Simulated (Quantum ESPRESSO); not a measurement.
Zr3S2:

```xyz
5
Lattice="2.9025 1.6758 3.4878 -2.9025 1.6758 3.4878 0.0000 -3.3516 3.4878" Properties=species:S:1:pos:R:3 pbc="T T T"
Zr    0.9832    1.7029    5.2317
Zr    0.9832   -1.7029    5.2317
Zr   -1.9663    0.0000    5.2317
S     0.0000    0.0000    6.9583
S     0.0000    0.0000    3.5050
```

The cell comes from a database or a generator and needn't be the stable form of this composition.

* Program: Quantum ESPRESSO 7.5
* Task: single point
* Functional: PBE
* Potentials or basis: SSSP 1.3 efficiency PBE
* Cutoff: 748 eV
* Density cutoff: 5987 eV
* k mesh: 6 × 6 × 6
* Occupations: fermi-dirac, width 0.05 eV
* Spin: no spin polarisation

On this cell: pressure -1.0 GPa; largest force 0.059 eV/Å; band gap on the k mesh none (metal or under the smearing width).

The same run follows on a disturbed copy (atoms moved at random, drawn with an rms of 0.05 Å):

```
Zr S
1.0
     2.90254    1.67578    3.48777
    -2.90254    1.67578    3.48777
     0.00000   -3.35156    3.48777
Zr S
3 2
Cartesian
  1.0142 1.7549 5.1890
  0.9705 -1.7382 5.2521
  -2.0798 0.0035 5.2125
  -0.0217 -0.0022 6.9142
  -0.0380 0.0046 3.5445
```

Problem. What does the disturbed cell give?

Solution. The energy (extrapolated to zero smearing) moves by +18.5 meV/atom; pressure -1.5 GPa; largest force 0.831 eV/Å; band gap on the k mesh none (metal or under the smearing width).

Forces on the atoms (eV/Å):
```
Zr  -0.505 -0.563  0.309
Zr  -0.062  0.455 -0.394
Zr   0.812  0.032  0.175
S   -0.244  0.181 -0.055
S   -0.001 -0.105 -0.035
```

Stress tensor (GPa, compression positive):
```
-2.23 -0.05  0.22
-0.05 -1.25  0.65
 0.22  0.65 -1.16
```
